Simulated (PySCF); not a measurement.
**CsF: bond curves at several levels of theory**

An exercise on one series of results from a longer session: the logs are not shown, and one member is left open.

The runs use PySCF 2.14.0; Cs def2-TZVPP with ECP46, F def2-TZVPP, scalar-relativistic core potentials.

Set-up of the first run:

Settings of the job:

* atoms: Cs, F
* charge: 0
* basis: Cs def2-TZVPP with ECP46, F def2-TZVPP
* Hamiltonian: scalar-relativistic core potentials
* basis functions: 67
* electrons treated: 18
* masses in u: 132.9054, 18.9984
* levels: PBE0, PBE, r²SCAN, LDA, M06-L, B2PLYP, r²SCANh, ωB97X-V, HF, MP2, SCS-MP2, CCSD, CCSD(T)
* grid: 80 radial by 434 angular points
* occupations: held fixed by the projection of orbital angular momentum
* dissociation limit: Cs + F, each in its ground configuration
* starting distance in angstrom: 2.820
* values of 2S to try: 0, 2

On the command line:

```bash
$ OMP_NUM_THREADS=1 python dia.py task.json out
```

Among the steps run: Input; The PBE0 curve of the state that the search chose; Other states along the same grid; PBE; r²SCAN (meta-GGA); LDA (local density); M06-L (meta-GGA); B2PLYP (double hybrid); r²SCANh; ωB97X-V; RHF; MP2 and coupled cluster.

One of the session's tables, all rows but one given; the rest of the session is left out.

```
      level    Re (Å)  ωe (cm⁻¹)  De (eV)
        RHF     2.413        341     3.12
    RHF-MP2     2.378        349     5.13
RHF-SCS-MP2     2.388        345     4.99
   RHF-CCSD     2.386        347     4.71
RHF-CCSD(T)     2.381        348     4.81
        LDA     2.317        383     6.00
        PBE     2.364        356     5.33
     r²SCAN     2.366        359     5.19
      M06-L     2.387        365     5.50
    r²SCANh     2.362        361     5.07
       PBE0     2.354        363     5.01
    ωB97X-V     2.373        357     5.23
     B2PLYP         ?          ?        ?
   measured  2.345351     352.56      n/a
```

Q: Estimate the row for B2PLYP from the others.

**Answer.** Re (Å): 2.378; ωe (cm⁻¹): 353; De (eV): 5.04.

De is counted to Cs + F in their ground configurations.
